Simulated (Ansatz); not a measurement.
# C₂H₉InO₃S: a ladder of functionals and wavefunction methods

An exercise on one series of results from a longer session: the logs are not shown, and one member is left open.

Method: functionals in def2-TZVPP, the program's frozen cores in correlated methods; program: Ansatz 0.2.0, Gaussian basis.

Plan: LDA (SPW92), PBE-D4, revPBE-D4, BLYP-D4, r2SCAN-D4, B97M-V, PBE0-D4, B3LYP-D4, r2SCANh-D4, r2SCAN0-D4, HSE06-D4, BHLYP-D4, CAM-B3LYP-D4, LC-ωPBE, ωB97X-V, ωB97M-V, B2PLYP, PBE-QIDH; CCSD(T)/def2-SVP; CCSD(T)/def2-TZVPP; MP2/def2-QZVPP; extrapolation to the limit; RPA on PBE.

## The geometry

All runs share one geometry, relaxed beforehand with PBE0-D4 in a triple-zeta def2 set. In takes the def2 core potential; no spin-orbit term is included.

SMILES `C[S+](C)[In-]([OH])([OH])[OH]`, 16 atoms, charge 0, spin multiplicity 1.

Atoms are counted from 1 here; the program's logs count them from 0.

Bond lengths: C1–S2 1.799 Å, C1–H8 1.090 Å, C1–H9 1.090 Å, C1–H10 1.090 Å, S2–C3 1.800 Å, S2–In4 2.656 Å, C3–H11 1.090 Å, C3–H12 1.091 Å, C3–H13 1.090 Å, In4–O5 1.994 Å, In4–O6 2.000 Å, In4–O7 2.015 Å, O5–H14 0.960 Å, O6–H15 0.960 Å, O7–H16 0.959 Å. Angles: S2–C1–H8 109.4°, S2–C1–H9 109.8°, S2–C1–H10 106.8°, H8–C1–H9 111.0°, H8–C1–H10 109.5°, H9–C1–H10 110.3°, C1–S2–C3 100.7°, C1–S2–In4 94.5°, C3–S2–In4 98.8°, S2–C3–H11 107.0°, S2–C3–H12 109.5°, S2–C3–H13 109.5°, H11–C3–H12 110.0°, H11–C3–H13 109.3°, H12–C3–H13 111.4°, S2–In4–O5 104.2°, S2–In4–O6 96.5°, S2–In4–O7 91.9° and more.

The first run:

The input, in.yaml:

```yaml
crystal:
  periodic: [false, false, false]
  atoms:
    - {symbol: C, position_ang: [-0.144521, 0.500709, 1.920581]}
    - {symbol: S, position_ang: [1.168351, 0.300238, 0.706938]}
    - {symbol: C, position_ang: [1.310899, -1.493061, 0.661798]}
    - {symbol: In, position_ang: [-0.431201, 0.635709, -1.386190]}
    - {symbol: O, position_ang: [0.792176, 0.533715, -2.957524]}
    - {symbol: O, position_ang: [-1.242777, 2.359409, -0.777801]}
    - {symbol: O, position_ang: [-1.501098, -1.006185, -0.915917]}
    - {symbol: H, position_ang: [-0.978895, -0.152470, 1.663163]}
    - {symbol: H, position_ang: [0.235637, 0.274298, 2.916370]}
    - {symbol: H, position_ang: [-0.467072, 1.540524, 1.865806]}
    - {symbol: H, position_ang: [2.049407, -1.734395, -0.102761]}
    - {symbol: H, position_ang: [0.345788, -1.928644, 0.399615]}
    - {symbol: H, position_ang: [1.661687, -1.854452, 1.628426]}
    - {symbol: H, position_ang: [0.631454, -0.262125, -3.469996]}
    - {symbol: H, position_ang: [-0.995119, 3.097062, -1.339403]}
    - {symbol: H, position_ang: [-2.434736, -0.810334, -0.813105]}
basis:
  gaussian: {orbitals: def2-TZVPP}
hamiltonian: {xc: lda}
output: {orbitals: {seedname: orbitals}}
```

The run is started by

```sh
> ansatz run in.yaml --threads 2 --pin off --events-out ev --progress --plain --max-ram 31744MiB --backend cuda --devices 0, --max-vram 18GiB
```

Steps of the session up to this table: LDA; PBE-D4 (GGA); revPBE-D4 (GGA); BLYP-D4 (GGA); r2SCAN-D4 (meta-GGA); B97M-V (meta-GGA); B3LYP-D4 (hybrid); r2SCANh-D4 (hybrid); r2SCAN0-D4 (hybrid); HSE06-D4 (hybrid); BHLYP-D4 (hybrid); CAM-B3LYP-D4 (range-separated); LC-ωPBE (range-separated); ωB97X-V (range-separated); ωB97M-V (range-separated); B2PLYP (double hybrid); PBE-QIDH (double hybrid).

One of the session's tables, all rows but one given; the rest of the session is left out.

It belongs to the step «Orbital energies across the functionals». 

| functional | HOMO (eV) | gap (eV) |
| --- | --- | --- |
| LDA (SPW92) | -6.31 | 4.21 |
| PBE-D4 | -6.12 | 4.34 |
| revPBE-D4 | -6.05 | 4.40 |
| BLYP-D4 | ? | ? |
| r2SCAN-D4 | -6.44 | 4.97 |
| B97M-V | -6.53 | 4.89 |
| PBE0-D4 | -7.59 | 6.72 |
| B3LYP-D4 | -7.36 | 6.14 |
| r2SCANh-D4 | -7.00 | 5.84 |
| r2SCAN0-D4 | -7.80 | 7.11 |
| HSE06-D4 | -7.19 | 5.95 |
| BHLYP-D4 | -8.88 | 8.79 |
| CAM-B3LYP-D4 | -8.97 | 8.96 |
| LC-ωPBE | -10.31 | 11.58 |
| ωB97X-V | -9.97 | 11.05 |
| ωB97M-V | -9.84 | 10.62 |

**Question.** Estimate the row for BLYP-D4.

Worked estimate for «HOMO (eV)». Against the share of exact exchange, B3LYP-D4 (0.2, -7.36), BHLYP-D4 (0.5, -8.88) give a slope of -5.07 per unit share; at 0 the line stands at -6.35.

The run gave: HOMO (eV): -6.02; gap (eV): 4.26. In «HOMO (eV)» the line misses by -0.33.
